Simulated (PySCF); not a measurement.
# TeH: basis, grid and Hamiltonian

The method stays; parts of the set-up, such as the basis or the Hamiltonian, are changed.

The runs use PySCF 2.14.0; method and basis as typed in the scripts.

5 further runs of the same task are left out: 5 that didn't finish.

## Step 1: The starting structure

TeH: 2 atoms, charge 0, spin multiplicity 2.

Bond lengths: Te1–H2 1.886 Å.

## Step 2: The base run

Input file input.py:

```python
from pyscf import gto, scf, mcscf

mol = gto.M(
    atom='Te 0 0 0; H 0 0 1.886',
    basis='ano-rcc-vdzp',
    charge=0,
    spin=1,
    verbose=3,
)
mf = scf.ROHF(mol)
mf = mf.sfx2c1e()
mf.kernel()
mc = mcscf.CASCI(mf, 5, 3)
mc.kernel()
mc.analyze()
mf.dip_moment()
print('orbital energies (hartree):', mf.mo_energy[..., max(0, mol.nelec[1]-3):mol.nelec[0]+3].round(4))
```

On the command line:

```
$ OMP_NUM_THREADS=1 python input.py
```

The log of this run is left out.

Base result: E(SCF) = -6791.396309 Eh, E(CAS) − E(SCF) = -0.00146 Eh, μ = 0.01 D (of the SCF density).

The bond length is a typed value, not an optimised one.

## Step 3: Density fitting auto

Variant 1 changes density fitting: none → auto.

Input file input.py:

```python
from pyscf import gto, scf, mcscf

mol = gto.M(
    atom='Te 0 0 0; H 0 0 1.886',
    basis='ano-rcc-vdzp',
    charge=0,
    spin=1,
    verbose=3,
)
mf = scf.ROHF(mol)
mf = mf.sfx2c1e()
mf = mf.density_fit()
mf.kernel()
mc = mcscf.CASCI(mf, 5, 3)
mc.kernel()
mc.analyze()
mf.dip_moment()
print('orbital energies (hartree):', mf.mo_energy[..., max(0, mol.nelec[1]-3):mol.nelec[0]+3].round(4))
```

On the command line:

```
$ OMP_NUM_THREADS=1 python input.py
```

## Step 4: Jorge-dzp-dkh

Variant 2 changes basis set: ano-rcc-vdzp → jorge-dzp-dkh.

Changes to input.py since step 2:

```diff
@@ -4,3 +4,3 @@
     atom='Te 0 0 0; H 0 0 1.886',
-    basis='ano-rcc-vdzp',
+    basis='jorge-dzp-dkh',
     charge=0,
```

## Step 5: Def2-svp (core potential on, X2C off)

Variant 3 changes basis set: ano-rcc-vdzp → def2-svp; core potential: off → on; spin-free X2C: on → off. The core potential changes with it: totals don't compare.

Changes to input.py since step 2:

```diff
@@ -4,3 +4,4 @@
     atom='Te 0 0 0; H 0 0 1.886',
-    basis='ano-rcc-vdzp',
+    basis='def2-svp',
+    ecp={'Te': 'def2-svp'},
     charge=0,
@@ -10,3 +11,2 @@
 mf = scf.ROHF(mol)
-mf = mf.sfx2c1e()
 mf.kernel()
```

## Step 6: Def2-svpd (core potential on, X2C off)

Variant 4 changes basis set: ano-rcc-vdzp → def2-svpd; core potential: off → on; spin-free X2C: on → off. The core potential changes with it: totals don't compare.

Changes to input.py since step 2:

```diff
@@ -4,3 +4,4 @@
     atom='Te 0 0 0; H 0 0 1.886',
-    basis='ano-rcc-vdzp',
+    basis='def2-svpd',
+    ecp={'Te': 'def2-svpd'},
     charge=0,
@@ -10,3 +11,2 @@
 mf = scf.ROHF(mol)
-mf = mf.sfx2c1e()
 mf.kernel()
```

**Question.** What will these runs give? Wanted: for each run, E(SCF); from base; SCF dipole; after the SCF.

The runs gave:

```
                                   run  E(SCF) (hartree)  from base (eV)  SCF dipole (D)  functions                after the SCF
                                  base      -6791.396309               0            0.01         48  CASCI correlation -0.040 eV
                  density fitting auto      -6791.396316         -0.0002            0.01         48  CASCI correlation -0.040 eV
                         jorge-dzp-dkh      -6785.970683       +147.6388            0.01         53  CASCI correlation -0.015 eV
 def2-svp (core potential on, X2C off)       -267.545986  not comparable            0.05         31  CASCI correlation -0.034 eV
def2-svpd (core potential on, X2C off)       -267.547182  not comparable            0.06         43  CASCI correlation -0.006 eV
```

Of the runs whose energies can be compared, “jorge-dzp-dkh” moves the SCF energy most (+147.639 eV). jorge-dzp-dkh (53 functions) gives an energy 147.64 eV higher than ano-rcc-vdzp (48); size alone doesn't order basis sets of different families.
